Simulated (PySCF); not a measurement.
**Accurate constants of LiBr, step by step**

One table from this session's results is given with a row withheld; the runs are named, their logs left out.

Method: CCSD(T) on RHF, scalar-relativistic core potentials; program: PySCF 2.14.0.

2 further runs of the same task are left out: 2 set aside as unsound or not needed.

The first run:

```yaml
molecule: LiBr
state: singlet, unpaired electrons none
smaller_basis: Li cc-pVTZ, Br cc-pVTZ-PP with ECP10
larger_basis: Li cc-pVQZ, Br cc-pVQZ-PP with ECP10
frozen_core_orbitals: 10
extrapolation: correlation as n⁻³ (n = 3, 4), Hartree–Fock as (n+1)·exp(−9√n)
corrections: core–valence correlation
distances_Å: 1.9219, 2.0093, 2.0966, 2.1840, 2.2714, 2.3806, 2.4898
masses_u: 7.0160, 78.9183
dissociation_limit: Li + Br
```

Command:

```bash
$ OMP_NUM_THREADS=4 python comp.py task.json out
```

Steps of the session up to this table: Coupled cluster at each distance.

One table of the session follows, with a row left open; its other results are not shown here.

It belongs to the step «Coupled cluster at each distance». Parts of the energy along the bond, in eV from Li + Br:

```
 R (Å)  HF/CBS      (T)  core–valence
1.9219  -2.883  -0.0806       -0.0797
2.0093  -3.109  -0.0825       -0.0628
2.0966  -3.225  -0.0844       -0.0490
2.1840  -3.262  -0.0864       -0.0376
2.2714  -3.240  -0.0883       -0.0281
2.3806       ?        ?             ?
2.4898  -3.028  -0.0929       -0.0108
```

Q: Estimate the row for R (Å) = 2.3806 from the others.

Worked estimate for «HF/CBS». A straight line through the neighbours (2.2714, -3.240) and (2.4898, -3.028) gives -3.240 + (-3.028 + 3.240) × (2.3806 − 2.2714) / (2.4898 − 2.2714) = -3.134; a parabola fitted to 3 rows on both sides gives -3.162.

**Answer.** HF/CBS: -3.155; (T): -0.0907; core–valence: -0.0185. In «HF/CBS» the line misses by +0.021 and the parabola by -0.007.
